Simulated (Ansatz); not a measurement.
# BH₄OSbTe: basis-set convergence

An exercise on one series of results from a longer session: the logs are not shown, and one member is left open.

Method: one geometry, several basis sets; program: Ansatz 0.2.0, Gaussian basis.

Levels to be run: PBE0-D4/def2-SVP; ωB97M-V/def2-SVP; PBE0-D4/def2-QZVPP; ωB97M-V/def2-QZVPP; the functionals' def2-TZVPP values are taken from earlier runs.

## The geometry

All runs share one geometry, relaxed beforehand with PBE0-D4 in a triple-zeta def2 set. Sb, Te take the def2 core potential; no spin-orbit term is included.

8 atoms, charge 0, spin multiplicity 1.

Atoms are counted from 1 here; the program's logs count them from 0.

Bond lengths: B1–Sb2 2.226 Å, B1–Te4 2.343 Å, B1–H5 1.195 Å, B1–H6 1.195 Å, Sb2–O3 1.971 Å, Sb2–Te4 2.846 Å, O3–H7 0.961 Å, Te4–H8 1.660 Å. Angles: Sb2–B1–Te4 77.0°, Sb2–B1–H5 116.2°, Sb2–B1–H6 115.4°, Te4–B1–H5 109.1°, Te4–B1–H6 105.6°, H5–B1–H6 122.4°, B1–Sb2–O3 96.7°, B1–Sb2–Te4 53.4°, O3–Sb2–Te4 94.6°, Sb2–O3–H7 110.7°, B1–Te4–Sb2 49.6°, B1–Te4–H8 97.2°, Sb2–Te4–H8 92.5°.

As a file:

```mol
BH4OSbTe
  3D, bonds by distance, orders not assigned

  8  8  0  0  0  0  0  0  0  0999 V2000
   -0.6250    0.9885   -0.2531 B   0  0
    0.8159   -0.5469   -0.9741 Sb  0  0
    2.2385   -0.1562    0.3323 O   0  0
   -1.2073   -0.9080    0.9940 Te  0  0
   -1.5218    1.2600   -0.9941 H   0  0
   -0.1879    1.7715    0.5367 H   0  0
    2.8419   -0.9003    0.4092 H   0  0
   -2.2620   -1.5658   -0.1068 H   0  0
  1  2  8  0
  1  4  8  0
  1  5  8  0
  1  6  8  0
  2  3  8  0
  2  4  8  0
  3  7  8  0
  4  8  8  0
M  END
```

Set-up of the first run:

in.yaml reads:

```yaml
crystal:
  periodic: [false, false, false]
  atoms:
    - {symbol: B, position_ang: [-0.624989, 0.988505, -0.253104]}
    - {symbol: Sb, position_ang: [0.815909, -0.546857, -0.974130]}
    - {symbol: O, position_ang: [2.238492, -0.156153, 0.332342]}
    - {symbol: Te, position_ang: [-1.207337, -0.907967, 0.993970]}
    - {symbol: H, position_ang: [-1.521800, 1.260004, -0.994123]}
    - {symbol: H, position_ang: [-0.187919, 1.771513, 0.536666]}
    - {symbol: H, position_ang: [2.841886, -0.900286, 0.409231]}
    - {symbol: H, position_ang: [-2.262043, -1.565758, -0.106753]}
basis:
  gaussian: {orbitals: def2-SVP}
hamiltonian: {xc: pbe0, dispersion: d4}
output: {orbitals: {seedname: orbitals}}
```

Steps of the session up to this table: PBE0-D4 in def2-SVP; ωB97M-V in def2-SVP; PBE0-D4 in def2-QZVPP; ωB97M-V in def2-QZVPP.

One table of the session follows, with a row left open; its other results are not shown here.

It belongs to the step «Density functionals: the series». 

| functional | basis | HOMO (eV) | LUMO (eV) |
| --- | --- | --- | --- |
| PBE0-D4 | def2-SVP | -6.51 | -2.00 |
| PBE0-D4 | def2-TZVPP | -6.57 | -2.11 |
| PBE0-D4 | def2-QZVPP | -6.59 | -2.13 |
| ωB97M-V | def2-SVP | -8.50 | -0.23 |
| ωB97M-V | def2-TZVPP | ? | ? |
| ωB97M-V | def2-QZVPP | -8.61 | -0.49 |

Estimate the missing values for ωB97M-V, def2-TZVPP.

As computed: HOMO (eV): -8.59; LUMO (eV): -0.43. In the column «HOMO (eV)» it lies between ωB97M-V, def2-QZVPP (-8.61) and ωB97M-V, def2-SVP (-8.50).
